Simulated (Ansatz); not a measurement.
# GaH4NO: molecular dynamics

Aim: follow the molecule's vibrations and see whether its bonds hold. The start is relaxed first. Runs: 250 steps of 0.25 fs at constant energy, with velocities drawn for 200 K; 40 steps of 4 fs under a Langevin thermostat at 500 K.

Program: Ansatz 0.2.0. Level of theory: RHF/def2-SVP. These are calculated values, not measurements.

1 further run of the same task is left out (set aside as unsound or not needed).

**1. The structure to begin with**

Bond lengths: Ga1–O2 1.790 Å, O2–H3 1.010 Å, Ga1–H4 1.570 Å, Ga1–N5 1.930 Å, N5–H6 1.060 Å, N5–H7 1.060 Å. Angles: Ga1–O2–H3 109.5°, O2–Ga1–H4 120.0°, O2–Ga1–N5 120.0°, H4–Ga1–N5 120.0°, Ga1–N5–H6 120.0°, Ga1–N5–H7 120.0°, H6–N5–H7 120.0°.

As a file:

```xyz
7

Ga    0.0000    0.0000    0.0000
O     0.0000    0.0000    1.7900
H    -0.9095   -0.2814    2.1271
H     1.3596    0.0000   -0.7850
N    -1.6714    0.0000   -0.9650
H    -2.3403   -0.8164   -0.8664
H    -1.9204    0.8164   -1.5936
```

**2. Relaxing the start**

File input.yaml:

```yaml
crystal:
  periodic: [false, false, false]
  atoms:
    - { symbol: Ga, position_ang: [0.0, 0.0, 0.0] }
    - { symbol: O, position_ang: [0.0, 0.0, 1.79] }
    - { symbol: H, position_ang: [-0.9095, -0.2814, 2.1271] }
    - { symbol: H, position_ang: [1.3596, 0.0, -0.785] }
    - { symbol: "N", position_ang: [-1.6714, 0.0, -0.965] }
    - { symbol: H, position_ang: [-2.3403, -0.8164, -0.8664] }
    - { symbol: H, position_ang: [-1.9204, 0.8164, -1.5936] }
basis:
  gaussian: { orbitals: def2-SVP }
hamiltonian:
  xc: hf
relax:
  f_tol: 0.02
  max_steps: 40
output:
  orbitals: {}
```

The run is started by

```console
$ ansatz run input.yaml --threads 1 --pin off --max-ram 2048MiB --backend cpu --events-out ev --progress --plain --runs-dir out
```

Log, cut to the lines that bear on the results:

```text
Warning: RAYON_NUM_THREADS=1 ignored (pool sized by the plan → 1); use --threads N
[...]
Functional definition: HF
[...]
856 factors; integrals over basis functions are off by at most 3.2e-4 eV
[...]
mean field -55907.23417256 eV, -2054.5529605571 hartree, gradient 1.2e-5 eV, S^2 0.000000; 0 other end points of the search recorded, 0 dependent functions left out
[...]
reference -55907.23417256 eV, -2054.5529605571 hartree; 25, 25 occupied and 55, 55 virtual orbitals, 856 factors
relax step   1: F+E_penalty+E_count = -55907.23417256 eV  Δ(F+E_penalty+E_count) = +0.000e0 eV  max|allowed force component| = 3.083e0 eV/Å  Δτ_max = 0.0000 Å  (34 SCF iters, accepted)
[...]
relax step   6: F+E_penalty+E_count = -55908.01067129 eV  Δ(F+E_penalty+E_count) = -8.385e-3 eV  max|allowed force component| = 6.124e-2 eV/Å  Δτ_max = 0.0731 Å  (32 SCF iters, accepted)
[...]
relax step   7: F+E_penalty+E_count = -55908.01096536 eV  Δ(F+E_penalty+E_count) = -2.941e-4 eV  max|allowed force component| = 9.248e-3 eV/Å  Δτ_max = 0.0124 Å  (34 SCF iters, accepted)
856 factors; integrals over basis functions are off by at most 3.0e-4 eV
[...]
mean field -55908.01096536 eV, -2054.5815071660 hartree, gradient 1.3e-5 eV, S^2 0.000000; 1 other end points of the search recorded, 0 dependent functions left out
[...]
reference -55908.01096536 eV, -2054.5815071660 hartree; 25, 25 occupied and 55, 55 virtual orbitals, 856 factors
Total energy: -55908.01096536 eV, -2054.5815071660 hartree
Atom 0 at    -0.038978     0.054254    -0.047246 Å, force    -0.009248    -0.002756     0.008494 eV/Å
Atom 1 at    -0.056152    -0.261645     1.701511 Å, force     0.004578     0.003319    -0.003209 eV/Å
Atom 2 at    -0.863758    -0.438511     2.154675 Å, force    -0.000002    -0.002263     0.000021 eV/Å
Atom 3 at     1.326126     0.350055    -0.732456 Å, force    -0.000846    -0.000112    -0.001228 eV/Å
Atom 4 at    -1.621885     0.013044    -0.934585 Å, force     0.003667    -0.000029     0.003576 eV/Å
Atom 5 at    -2.511710    -0.177785    -0.517994 Å, force     0.003602     0.001910    -0.001722 eV/Å
Atom 6 at    -1.715643     0.179188    -1.916805 Å, force    -0.001751    -0.000070    -0.005933 eV/Å
Dipole moment:    -0.442574    -0.009497    -0.249372 e Å
```

Run time: 4.8 s. Hardware: 1 thread of AMD EPYC 9B45 (Zen 5), shared host; peak memory 0.17 GiB.

The steps of the relaxation:

| step | energy from step 1 (eV) | largest force component (eV/Å) |
| --- | --- | --- |
| 1 | 0.0000 | 3.0834 |
| 2 | -0.4262 | 2.7785 |
| 3 | -0.5853 | 2.0567 |
| 4 | -0.7245 | 0.6096 |
| 5 | -0.7681 | 0.1632 |
| 6 | -0.7765 | 0.0612 |
| 7 | -0.7768 | 0.0092 |

Step 1 is the start.

After: Bond lengths: Ga1–O2 1.777 Å, O2–H3 0.943 Å, Ga1–H4 1.556 Å, Ga1–N5 1.815 Å, N5–H6 1.001 Å, N5–H7 1.001 Å. Angles: Ga1–O2–H3 121.0°, O2–Ga1–H4 118.4°, O2–Ga1–N5 117.9°, H4–Ga1–N5 123.7°, Ga1–N5–H6 125.2°, Ga1–N5–H7 123.9°, H6–N5–H7 110.9°.

**3. Run 1**

250 steps of 0.25 fs at constant energy, with velocities drawn for 200 K, from the relaxed start.

File input.yaml:

```yaml
crystal:
  periodic: [false, false, false]
  atoms:
    - { symbol: Ga, position_ang: [-0.038978, 0.054254, -0.047246] }
    - { symbol: O, position_ang: [-0.056152, -0.261645, 1.701511] }
    - { symbol: H, position_ang: [-0.863758, -0.438511, 2.154675] }
    - { symbol: H, position_ang: [1.326126, 0.350055, -0.732456] }
    - { symbol: "N", position_ang: [-1.621885, 0.013044, -0.934585] }
    - { symbol: H, position_ang: [-2.51171, -0.177785, -0.517994] }
    - { symbol: H, position_ang: [-1.715643, 0.179188, -1.916805] }
basis:
  gaussian: { orbitals: def2-SVP }
hamiltonian:
  xc: hf
md:
  timestep: 0.25
  n_steps: 250
  ensemble: nve
  temperature: 200.0
  initial_velocities: maxwell_boltzmann
  seed: 651659
```

The run is started by

```console
$ ansatz run input.yaml --threads 1 --pin off --max-ram 2048MiB --backend cpu --events-out ev --progress --plain --runs-dir out
```

Log, cut to the lines that bear on the results:

```text
Warning: RAYON_NUM_THREADS=1 ignored (pool sized by the plan → 1); use --threads N
[...]
[... 1 set-up line as earlier in the session ...]
[...]
856 factors; integrals over basis functions are off by at most 4.8e-4 eV
[...]
mean field -55908.01099149 eV, -2054.5815081264 hartree, gradient 1.3e-5 eV, S^2 0.000000; 0 other end points of the search recorded, 0 dependent functions left out
[...]
reference -55908.01099149 eV, -2054.5815081264 hartree; 25, 25 occupied and 55, 55 virtual orbitals, 856 factors
md step     0: t =     0.00 fs  T =   200.0 K  F+E_penalty+E_count = -55908.01099149 eV  E_kin = 0.129260 eV  conserved = -55907.88173149 eV  (33 SCF iters)
[...]
md step    19: t =     4.75 fs  T =   125.4 K  F+E_penalty+E_count = -55907.96276423 eV  E_kin = 0.081078 eV  conserved = -55907.88168654 eV  (26 SCF iters)
[...]
md step    38: t =     9.50 fs  T =    71.3 K  F+E_penalty+E_count = -55907.92771352 eV  E_kin = 0.046058 eV  conserved = -55907.88165563 eV  (25 SCF iters)
[...]
md step    57: t =    14.25 fs  T =    54.0 K  F+E_penalty+E_count = -55907.91654646 eV  E_kin = 0.034918 eV  conserved = -55907.88162809 eV  (27 SCF iters)
[...]
md step    74: t =    18.50 fs  T =   118.6 K  F+E_penalty+E_count = -55907.95829117 eV  E_kin = 0.076640 eV  conserved = -55907.88165078 eV  (25 SCF iters)
md step    75: t =    18.75 fs  T =   118.8 K  F+E_penalty+E_count = -55907.95842699 eV  E_kin = 0.076789 eV  conserved = -55907.88163830 eV  (25 SCF iters)
```

**4. The log goes on: dynamics from the start**

Output, continued, cut to the lines that bear on the results:

```text
md step    76: t =    19.00 fs  T =   118.9 K  F+E_penalty+E_count = -55907.95846414 eV  E_kin = 0.076838 eV  conserved = -55907.88162645 eV  (25 SCF iters)
[...]
md step   100: t =    25.00 fs  T =   125.2 K  F+E_penalty+E_count = -55907.96249653 eV  E_kin = 0.080886 eV  conserved = -55907.88161076 eV  (27 SCF iters)
[...]
md step   124: t =    31.00 fs  T =    93.8 K  F+E_penalty+E_count = -55907.94233183 eV  E_kin = 0.060628 eV  conserved = -55907.88170347 eV  (27 SCF iters)
[...]
md step   148: t =    37.00 fs  T =    56.4 K  F+E_penalty+E_count = -55907.91801339 eV  E_kin = 0.036445 eV  conserved = -55907.88156871 eV  (25 SCF iters)
[...]
md step   171: t =    42.75 fs  T =   119.0 K  F+E_penalty+E_count = -55907.95856824 eV  E_kin = 0.076925 eV  conserved = -55907.88164364 eV  (26 SCF iters)
md step   172: t =    43.00 fs  T =   120.4 K  F+E_penalty+E_count = -55907.95947269 eV  E_kin = 0.077813 eV  conserved = -55907.88165981 eV  (25 SCF iters)
```

**5. More of the same log: dynamics from the start**

Output, continued, cut to the lines that bear on the results:

```text
md step   173: t =    43.25 fs  T =   121.1 K  F+E_penalty+E_count = -55907.95994337 eV  E_kin = 0.078272 eV  conserved = -55907.88167176 eV  (26 SCF iters)
[...]
md step   192: t =    48.00 fs  T =   111.0 K  F+E_penalty+E_count = -55907.95343765 eV  E_kin = 0.071752 eV  conserved = -55907.88168585 eV  (25 SCF iters)
[...]
md step   211: t =    52.75 fs  T =    64.8 K  F+E_penalty+E_count = -55907.92353236 eV  E_kin = 0.041887 eV  conserved = -55907.88164510 eV  (26 SCF iters)
[...]
md step   230: t =    57.50 fs  T =    85.9 K  F+E_penalty+E_count = -55907.93719524 eV  E_kin = 0.055546 eV  conserved = -55907.88164876 eV  (26 SCF iters)
[...]
md step   249: t =    62.25 fs  T =   144.1 K  F+E_penalty+E_count = -55907.97481396 eV  E_kin = 0.093150 eV  conserved = -55907.88166358 eV  (25 SCF iters)
[...]
md step   250: t =    62.50 fs  T =   143.2 K  F+E_penalty+E_count = -55907.97419476 eV  E_kin = 0.092538 eV  conserved = -55907.88165662 eV  (34 SCF iters)
Total energy: -55907.97419476 eV, -2054.5801558714 hartree
Atom 0 at    -0.024011     0.055921    -0.046426 Å, force    -0.879618     0.025976    -0.660002 eV/Å
Atom 1 at    -0.090619    -0.263923     1.685639 Å, force     0.391953     0.017198     0.228600 eV/Å
Atom 2 at    -0.908918    -0.393209     2.125770 Å, force    -0.249286    -0.059739     0.115997 eV/Å
Atom 3 at     1.290963     0.370860    -0.792782 Å, force     0.208937    -0.000793     0.026570 eV/Å
Atom 4 at    -1.647017     0.002910    -0.921358 Å, force     0.116452    -0.090397     0.740398 eV/Å
Atom 5 at    -2.520868    -0.172841    -0.431300 Å, force     0.577366     0.151521    -0.613355 eV/Å
Atom 6 at    -1.765148     0.169791    -1.902870 Å, force    -0.165805    -0.043766     0.161792 eV/Å
Dipole moment:    -0.375001     0.014096    -0.204769 e Å
```

It took 2.2 min on 1 thread of AMD EPYC 9B45 (Zen 5), shared host; peak memory 0.16 GiB.

**6. What the atoms did**

One step in 13; energies are changes from step 0:

| time (fs) | T (K) | potential energy change (meV/atom) | total energy change (meV/atom) |
| --- | --- | --- | --- |
| 0.0 | 200 | 0.0 | 0.00 |
| 3.2 | 139 | 5.7 | 0.02 |
| 6.5 | 81 | 11.1 | 0.02 |
| 9.8 | 65 | 12.5 | 0.01 |
| 13.0 | 52 | 13.7 | 0.01 |
| 16.2 | 79 | 11.2 | 0.02 |
| 19.5 | 120 | 7.4 | 0.02 |
| 22.8 | 150 | 4.6 | 0.01 |
| 26.0 | 127 | 6.8 | 0.01 |
| 29.2 | 84 | 10.7 | 0.02 |
| 32.5 | 62 | 12.8 | 0.02 |
| 35.8 | 60 | 13.0 | 0.01 |
| 39.0 | 111 | 8.2 | 0.01 |
| 42.2 | 116 | 7.8 | 0.02 |
| 45.5 | 96 | 9.6 | 0.02 |
| 48.8 | 104 | 8.9 | 0.01 |
| 52.0 | 72 | 11.8 | 0.01 |
| 55.2 | 55 | 13.4 | 0.02 |
| 58.5 | 93 | 9.9 | 0.02 |
| 61.8 | 144 | 5.2 | 0.01 |
| 62.5 | 143 | 5.3 | 0.01 |

time (fs), T (K) and a bar:
```
      0.0        200 ##############################
      2.8        141 ###################
      5.5        104 ############
      8.2         87 ########
     10.8         43 
     13.5         54 ##
     16.2         79 #######
     19.0        119 ##############
     21.8        148 ####################
     24.5        126 ################
     27.2        111 #############
     30.0         90 #########
     32.5         62 ####
     35.2         61 ###
     38.0         77 ######
     40.8        123 ###############
     43.5        121 ###############
     46.2         96 ##########
     49.0        100 ###########
     51.8         73 ######
     54.2         50 #
     57.0         81 #######
     59.8        111 #############
     62.5        143 ###################
```

**7. Snapshots as a file**

Extended XYZ, with forces in eV/Å:

```xyz
7
time_fs=7.8 T=84 dE=0.0749
Ga   -0.029    0.051   -0.040   -0.579    0.454   -1.457
O    -0.074   -0.256    1.683    0.134   -0.121    0.551
H    -0.881   -0.439    2.131   -0.063   -0.035    0.038
H     1.261    0.472   -0.822    0.021   -0.175    0.249
N    -1.642    0.016   -0.946    1.372   -0.008    0.629
H    -2.467   -0.147   -0.431   -0.894   -0.154    0.152
H    -1.813    0.156   -1.917    0.009    0.038   -0.162
7
time_fs=15.5 T=62 dE=0.0895
Ga   -0.024    0.050   -0.044   -0.896    0.434   -1.053
O    -0.088   -0.255    1.684    0.228   -0.110    0.423
H    -0.903   -0.451    2.110   -0.108   -0.048    0.057
H     1.240    0.514   -0.805    0.277   -0.141    0.080
N    -1.643    0.015   -0.929    0.980    0.009    0.093
H    -2.495   -0.127   -0.463   -0.922   -0.255    0.770
H    -1.862    0.139   -1.892    0.442    0.111   -0.370
7
time_fs=23.5 T=139 dE=0.0393
Ga   -0.025    0.053   -0.056   -0.186    0.221    0.271
O    -0.099   -0.258    1.701    0.198   -0.006   -0.189
H    -0.928   -0.477    2.090   -0.036   -0.018    0.045
H     1.331    0.464   -0.724   -0.163   -0.170    0.061
N    -1.640    0.009   -0.895    1.483    0.151   -0.363
H    -2.501   -0.145   -0.448   -0.965   -0.178    0.289
H    -1.711    0.151   -1.879   -0.332    0.000   -0.115
7
time_fs=31.2 T=91 dE=0.0704
Ga   -0.028    0.058   -0.065    0.329   -0.227    1.568
O    -0.104   -0.263    1.712    0.217    0.106   -0.610
H    -0.937   -0.502    2.079   -0.097   -0.010    0.098
H     1.382    0.331   -0.631    0.033    0.057   -0.244
N    -1.622    0.003   -0.867   -0.084    0.194   -1.290
H    -2.522   -0.177   -0.488   -0.267   -0.090    0.358
H    -1.690    0.156   -1.857   -0.132   -0.030    0.120
7
time_fs=39.0 T=111 dE=0.0576
Ga   -0.028    0.061   -0.063    0.711   -0.367    1.083
O    -0.106   -0.265    1.706    0.270    0.141   -0.481
H    -0.929   -0.511    2.087   -0.178   -0.010    0.117
H     1.413    0.225   -0.651   -0.263    0.130   -0.085
N    -1.618    0.001   -0.874   -1.009    0.056   -0.952
H    -2.501   -0.217   -0.438    0.398    0.110   -0.023
H    -1.759    0.160   -1.860    0.072   -0.060    0.341
7
time_fs=47.0 T=104 dE=0.0619
Ga   -0.024    0.061   -0.051   -0.273   -0.296   -0.428
O    -0.105   -0.264    1.686    0.242    0.047    0.153
H    -0.912   -0.492    2.111   -0.164    0.003    0.075
H     1.355    0.194   -0.742    0.105    0.177   -0.006
N    -1.635    0.002   -0.908   -0.169   -0.052    0.402
H    -2.442   -0.236   -0.339    0.273    0.248   -0.774
H    -1.844    0.160   -1.884   -0.014   -0.127    0.579
7
time_fs=54.8 T=51 dE=0.0967
Ga   -0.022    0.059   -0.044   -0.494   -0.061   -1.382
O    -0.100   -0.263    1.675    0.354   -0.012    0.533
H    -0.901   -0.448    2.128   -0.235   -0.025    0.075
H     1.325    0.259   -0.818   -0.096    0.065    0.247
N    -1.641    0.004   -0.925   -1.094   -0.221    0.624
H    -2.495   -0.211   -0.401    0.896    0.211   -0.330
H    -1.932    0.146   -1.880    0.670    0.043    0.232
7
time_fs=62.5 T=143 dE=0.0368
Ga   -0.024    0.056   -0.046   -0.880    0.026   -0.660
O    -0.091   -0.264    1.686    0.392    0.017    0.229
H    -0.909   -0.393    2.126   -0.249   -0.060    0.116
H     1.291    0.371   -0.793    0.209   -0.001    0.027
N    -1.647    0.003   -0.921    0.117   -0.090    0.740
H    -2.521   -0.173   -0.431    0.577    0.151   -0.613
H    -1.765    0.170   -1.903   -0.166   -0.044    0.162
```

Reading of run 1. The temperature starts at 200 K and averages 90 K in the second half, where it ranges from 50 to 144 K; a mean near half the start is what vibrations about a minimum give, since they share energy equally between motion and strain. The total energy strays from its start by at most 0.02 meV/atom, 0.3 % of the mean kinetic energy, so a step of 0.25 fs is short enough over this time. The bonds all hold.

**8. Run 2**

40 steps of 4 fs under a Langevin thermostat at 500 K, from the relaxed start.

Edit input.yaml of step 3 so:

```diff
@@ -15,7 +15,8 @@
 md:
-  timestep: 0.25
-  n_steps: 250
-  ensemble: nve
-  temperature: 200.0
+  timestep: 4.0
+  n_steps: 40
+  ensemble: nvt_langevin
+  temperature: 500.0
   initial_velocities: maxwell_boltzmann
-  seed: 651659
+  seed: 392748
+  friction: 0.05
```

The run is started by

```console
$ ansatz run input.yaml --threads 1 --pin off --max-ram 2048MiB --backend cpu --events-out ev --progress --plain --runs-dir out
```

Log, cut to the lines that bear on the results:

```text
Warning: RAYON_NUM_THREADS=1 ignored (pool sized by the plan → 1); use --threads N
[...]
[... 1 set-up line as earlier in the session ...]
[...]
856 factors; integrals over basis functions are off by at most 4.8e-4 eV
[...]
mean field -55908.01099149 eV, -2054.5815081264 hartree, gradient 1.3e-5 eV, S^2 0.000000; 0 other end points of the search recorded, 0 dependent functions left out
[...]
reference -55908.01099149 eV, -2054.5815081264 hartree; 25, 25 occupied and 55, 55 virtual orbitals, 856 factors
md step     0: t =     0.00 fs  T =   428.6 K  F+E_penalty+E_count = -55908.01099149 eV  E_kin = 0.387780 eV  (33 SCF iters)
[...]
md step    10: t =    40.00 fs  T = 1816856.1 K  F+E_penalty+E_count = -55854.23986378 eV  E_kin = 1643.927707 eV  (407 SCF iters)
[...]
md step    20: t =    80.00 fs  T = 67495.0 K  F+E_penalty+E_count = -55865.74051454 eV  E_kin = 61.070820 eV  (510 SCF iters)
[...]
md step    39: t =   156.00 fs  T =   516.2 K  F+E_penalty+E_count = -55865.64051456 eV  E_kin = 0.467066 eV  (452 SCF iters)
[...]
md step    40: t =   160.00 fs  T =   484.8 K  F+E_penalty+E_count = -55865.63810999 eV  E_kin = 0.438668 eV  (1518 SCF iters)
Total energy: -55865.63810999 eV, -2053.0243334525 hartree
Atom 0 at     0.187880    -0.190341     0.925021 Å, force     0.038682     0.011899    -0.010319 eV/Å
Atom 1 at    18.506402     6.785344    -7.440435 Å, force    -0.000076    -0.000056     0.000109 eV/Å
Atom 2 at  -289.424012  -122.350781   148.042850 Å, force     0.000055     0.000026    -0.000034 eV/Å
Atom 3 at   -96.486590     2.707620   -83.537566 Å, force     0.000066    -0.000106     0.000463 eV/Å
Atom 4 at    10.759419     2.019936     0.970270 Å, force    -0.040066    -0.004059    -0.012048 eV/Å
Atom 5 at  -100.539608   -25.030561    22.219984 Å, force     0.000136     0.000126    -0.000401 eV/Å
Atom 6 at     5.065621     5.625369   -12.244652 Å, force     0.001204    -0.007830     0.022229 eV/Å
Dipole moment:    71.993927    20.615438   -10.335908 e Å
```

It took 86 s on 1 thread of AMD EPYC 9B45 (Zen 5), shared host; peak memory 0.18 GiB.

**9. What the atoms did**

One step in 2; energies are changes from step 0:

| time (fs) | T (K) | potential energy change (meV/atom) |
| --- | --- | --- |
| 0.0 | 429 | 0.0 |
| 8.0 | 380827 | 3246.3 |
| 16.0 | 13039629 | 3961.4 |
| 24.0 | 5878960 | 4350.5 |
| 32.0 | 2651226 | 4881.6 |
| 40.0 | 1816856 | 7681.6 |
| 48.0 | 1649979 | 5960.7 |
| 56.0 | 735405 | 6002.5 |
| 64.0 | 330087 | 6021.5 |
| 72.0 | 147814 | 6032.1 |
| 80.0 | 67495 | 6038.6 |
| 88.0 | 30976 | 6042.5 |
| 96.0 | 14121 | 6045.0 |
| 104.0 | 6325 | 6047.0 |
| 112.0 | 3036 | 6048.8 |
| 120.0 | 1834 | 6049.6 |
| 128.0 | 1417 | 6050.2 |
| 136.0 | 1017 | 6050.5 |
| 144.0 | 736 | 6051.1 |
| 152.0 | 486 | 6052.5 |
| 160.0 | 485 | 6053.3 |

time (fs), T (K) and a bar:
```
      0.0        429 
      8.0     380827 #
     12.0    5559001 ###################
     20.0    8736532 ##############################
     28.0    3944268 ##############
     36.0    1777078 ######
     40.0    1816856 ######
     48.0    1649979 ######
     56.0     735405 ###
     64.0     330087 #
     68.0     220936 #
     76.0      97439 
     84.0      45287 
     92.0      20641 
     96.0      14121 
    104.0       6325 
    112.0       3036 
    120.0       1834 
    124.0       1314 
    132.0       1192 
    140.0        714 
    148.0        583 
    152.0        486 
    160.0        485
```

Bonds that form or break, judged by distance (formed within 1.15 times the sum of covalent radii and held on average over 12 fs, broken when stretched by half; pairs already stretched at the start don't count as bonds):

| time (fs) | bond | event |
| --- | --- | --- |
| 12.0 | N5–H6 | breaks |
| 16.0 | Ga1–O2 | breaks |
| 16.0 | O2–H3 | breaks |
| 16.0 | N5–H7 | breaks |
| 20.0 | Ga1–N5 | breaks |
| 28.0 | Ga1–H4 | breaks |

On run 2: The temperature runs away to 13039629 K: the integration has become unstable, and nothing after that is physical.

**10. Summary of results**

| quantity | value |
| --- | --- |
| relaxation of the start | 6 moves, 0.777 eV lower |
| run 1: length | 250 steps of 0.25 fs |
| run 1: temperature, first and last step | 200 and 143 K |
| run 1: temperature, second half | mean 90 K, from 50 to 144 K |
| run 1: potential energy, second half | +10 meV/atom from this run's first step |
| run 1: largest change of the total energy | 0.02 meV/atom |
| run 1: bonds formed or broken | 0 |
| run 2: length | 40 steps of 4 fs |
| run 2: temperature, first and last step | 429 and 485 K |
| run 2: temperature, second half | mean 10200 K, from 485 to 67495 K |
| run 2: potential energy, second half | +6048 meV/atom from this run's first step |
| run 2: bonds formed or broken | 6 |

What this shows: Mean temperatures of the second halves: 90 K, none that means anything (unstable run). Bonds changed in run 2 (an artefact of the unstable or too long step). A run of 160 fs with 7 atoms shows the motion but fixes no equilibrium value. The nuclei move classically, without zero-point motion, which matters most for hydrogen.
